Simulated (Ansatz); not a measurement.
This script for vertical spin-state energies of ClHISn, SMILES [Cl][SnH][I] with Ansatz's Python interface holds a mistake.

Script `clhisn_spin.py`:
```python
'''Vertical spin-state energies of ClHISn.'''

import ansatz as az
from ase import Atoms

BASIS = 'def2-SVP'
FUNCTIONAL = 'PBE0'
MESH = (2, 2, 2)

atoms = Atoms(['Cl', 'Sn', 'I', 'H'], positions=[
    (-2.1691, 0.0183, -0.0875),
    (0.0796, 0.0238, -0.601),
    (1.3145, -1.7393, 1.0406),
    (0.8305, 1.637, -0.3724),
])
mol = az.Crystal.molecule_from_ase(atoms)

setup = (
    mol.calculation()
    .basis(gaussian=BASIS)  # the orbital basis, by name
    .functional(FUNCTIONAL)
    .kpoints(*MESH)  # the mesh must be finer for metals
)
found = {}
for unpaired in [1, 3]:
    r = setup.spin('collinear', total=unpaired).run(threads=1, backend='cpu').report
    s = unpaired / 2
    found[unpaired] = r['free_energy_ev']
    print(f'2S+1 = {unpaired + 1}: E = {found[unpaired]:.5f} eV, <S^2> = {abs(r["mean_field"]["state"]["spin_squared"]):.3f} (pure state {s * (s + 1):.2f})')
lowest = min(found, key=found.get)
for unpaired, e in found.items():
    print(f'multiplicity {unpaired + 1}: {(e - found[lowest]):.3f} eV above the lowest')
```

Running `python clhisn_spin.py` prints:
```text
Traceback (most recent call last):
  File "clhisn_spin.py", line 26, in <module>
    r = setup.spin('collinear', total=unpaired).run(threads=1, backend='cpu').report
        ~~~~~~~~~~~~~~~~~~~~~~~~~~~~~~~~~~~~~~~~~~~^^^^^^^^^^^^^^^^^^^^^^^^^^
  ...
ansatz.RefusalError: invalid value for `basis.gaussian`: such a run doesn't read kpoints; remove what it names
```
(Library frames cut from the traceback.)

Why does it end like this?

The fault: a molecule in a Gaussian basis takes no k-points. Mended:

```diff
--- before
+++ after
@@ -7,3 +7,2 @@
 FUNCTIONAL = 'PBE0'
-MESH = (2, 2, 2)
 
@@ -21,3 +20,2 @@
     .functional(FUNCTIONAL)
-    .kpoints(*MESH)  # the mesh must be finer for metals
 )
```

After the fix:

```console
$ python clhisn_spin.py
2S+1 = 2: E = -26465.16601 eV, <S^2> = 0.755 (pure state 0.75)
2S+1 = 4: E = -26460.29139 eV, <S^2> = 3.757 (pure state 3.75)
multiplicity 2: 0.000 eV above the lowest
multiplicity 4: 4.875 eV above the lowest
```

Caveats:
- Total energies depend on the basis set; only differences at equal settings carry meaning.
- The geometry is a force-field or estimated start, not a minimum of this method, and the basis set is short of its limit. All parts are taken at fixed geometry, without zero-point energy.
- def2 sets replace the cores of elements past krypton by effective core potentials.
- The species is open-shell (spin multiplicity 2).
- Spin-orbit coupling, which mixes and shifts the spin states of heavy atoms, is left out.
- Finished in 23 s on 1 thread of Arm Neoverse V2, on a shared host, peak memory 0.34 GiB.

(Lines on the test bed's own set-up are left out of the output.)
